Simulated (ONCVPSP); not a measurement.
# An ONCV potential for Ga, from input to tests

Task: generate the file, and judge it by its errors in other configurations, its logarithmic derivatives, its ghosts and its cutoff.

The numbers are computed with ONCVPSP 4.0.1.1 (patched build) (PBE, scalar-relativistic, spin-unpolarised reference atom).

### Step 1. Starting point

The settings as typed:

- element: gallium (Ga, Z = 31)
- type: optimised norm-conserving Vanderbilt (ONCV)
- frozen core: [Ar] 3d10
- valence charge: 3
- reference configuration: 4s2 4p1
- partial waves: 4s: rc 2.05 bohr, ncon 5, nbas 9, qcut 2.6 1/bohr, 2 projectors, debl 2.3 Ha; 4p: rc 2.20 bohr, ncon 5, nbas 9, qcut 3.7 1/bohr, 2 projectors, debl 2.4 Ha; d scattering state at 0.2 Ha: rc 2.25 bohr, ncon 5, nbas 8, qcut 4.5 1/bohr, 3 projectors, debl 1.4 Ha
- local potential: polynomial inside 1.30 bohr (lpopt 5, dvloc0 3 Ha)
- core correction: Teter function, fcfact 2.25, rcfact 1.7

The nodes and maxima of the atom's own shells, from an earlier all-electron run, set the scale for the radii.

All-electron outer shells of the reference configuration (PBE, scalar-relativistic, ld1.x):

| shell | level (eV) | outermost node (bohr) | outermost maximum (bohr) |
| --- | --- | --- | --- |
| 3p | -98.86 | 0.24 | 0.56 |
| 3d | -19.15 | – | 0.53 |
| 4s | -8.95 | 0.81 | 1.90 |
| 4p | -2.58 | 0.87 | 2.53 |

### Step 2. Generation

Ga.dat

```
# ATOM AND REFERENCE CONFIGURATION
# atsym  z   nc   nv     iexc    psfile
  Ga 31.00    6    2        4      upf
#
#   n    l    f
    1    0    2.00
    2    0    2.00
    2    1    6.00
    3    0    2.00
    3    1    6.00
    3    2   10.00
    4    0    2.00
    4    1    1.00
#
# PSEUDOPOTENTIAL AND OPTIMIZATION
# lmax
    2
#
#   l,   rc,      ep,       ncon, nbas, qcut
    0    2.05    0.00    5    9    2.60
    1    2.20    0.00    5    9    3.70
    2    2.25    0.20    5    8    4.50
#
# LOCAL POTENTIAL
# lloc, lpopt,  rc(5),   dvloc0
    4    5    1.30    3.00
#
# VANDERBILT-KLEINMAN-BYLANDER PROJECTORs
# l, nproj, debl
    0    2    2.30
    1    2    2.40
    2    3    1.40
#
# MODEL CORE CHARGE
# icmod, fcfact, rcfact
    3    2.25    1.70
#
# LOG DERIVATIVE ANALYSIS
# epsh1, epsh2, depsh
   -2.00    5.00    0.02
#
# OUTPUT GRID
# rlmax, drl
    6.00    0.01
#
# TEST CONFIGURATIONS
# ncnf
    4
# nvcnf
#   n    l    f
    2
    4    0    2.00
    4    1    0.00
#
    2
    4    0    1.00
    4    1    0.00
#
    2
    4    0    2.00
    4    1    0.50
#
    2
    4    0    0.00
    4    1    3.00
#
```

Launch:

```console
$ oncvpsp.x < Ga.dat > Ga.out
```

Q: Predict the outcome of this session. Wanted: cutoffs for 1 and 0.1 mHa per electron, occupied waves; bound ghosts; GHOST(+) flags; largest test error; largest phase difference near zero energy, channels read; rms error of d²Exc/dn², without and with the model core.

The runs gave:

```
                                                quantity                  value
  cutoffs for 1 and 0.1 mHa per electron, occupied waves        38 Ha and 51 Ha
                                            bound ghosts         d at -19.32 eV
                                          GHOST(+) flags            s at 124 eV
                            largest test error (AE − PS)  -337 meV, for 4s1 4p0
largest phase difference near zero energy, channels read              0.001 rad
 rms error of d²Exc/dn², without and with the model core      6.50 and 2.05 mHa
```

What this shows: A bound ghost (d) makes it unfit for use: electrons can fall into a state that the atom doesn't have. Close by lies the frozen 3d level (-19.2 eV). The worst unpolarised test, 4s1 4p0, is off by 337 meV on 26.8 eV; by total energies transferability rates as poor. By its cutoff, 38 Ha for the looser tolerance, it is hard. At the looser tolerance the 4s wave is the slowest; 4p needs 4 Ha. Near zero energy the phases of the channels with partial waves agree within 0.001 rad. The program also flags highly localised states, GHOST(+) (s). These are tests on the free atom; a crystal test is still owed.
